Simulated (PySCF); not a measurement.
# C3H8BFSi: the cost of one run

The runs use PySCF 2.14.0, with density-fitted response routines of our own; the level of theory stands in each step. All values are computed, except where a source is named. Atoms count from 0, in the outputs and in this text.

## 1. The molecule as given

14 atoms, charge 0, multiplicity 1; geometry from: PBE0-D3(BJ)/def2-SVP.

Bonds of the start (Å): B0–Si1 2.01, Si1–C2 1.92, C2–C3 1.53, C3–F4 1.38, C3–C5 1.53, C5–Si1 1.92, B0–H6 1.21, B0–H7 1.21, Si1–H8 1.50, C2–H9 1.10, C2–H10 1.10, C3–H11 1.11, C5–H12 1.10, C5–H13 1.10.

## 2. NMR shieldings: PBE0/6-31G*

The job: settings as JSON, then the geometry in Å.

```
{"job": {"kind": "nmr", "xc": "PBE0", "basis": "6-31G*", "pop": true}, "charge": 0, "multiplicity": 1}
B      2.438558     0.259360     0.607071
Si     0.547250     0.776108     0.175352
C     -0.294244    -0.115218    -1.298887
C     -1.507746    -0.290270    -0.382655
F     -2.246202    -1.424206    -0.628195
C     -0.847242    -0.253056     0.997549
H      3.310149     1.046089     0.889466
H      2.723908    -0.916668     0.585923
H      0.246500     2.241358     0.191411
H      0.196122    -1.092189    -1.441385
H     -0.468250     0.352340    -2.276950
H     -2.189895     0.572177    -0.494947
H     -0.449833    -1.253204     1.236513
H     -1.457703     0.107673     1.835531
```

Level: GIAO PBE0/6-31G* NMR shielding, non-relativistic, gas phase.

Started as:

```bash
$ OMP_NUM_THREADS=1 python probes_run.py task.json out
```

One launch serves the whole session: the jobs run in the order shown.

Q: Estimate the wall time and peak memory of this first job on 1 thread of Intel Xeon Platinum 8488C, shared host.

About 10 s, with a peak of 0.61 GiB.
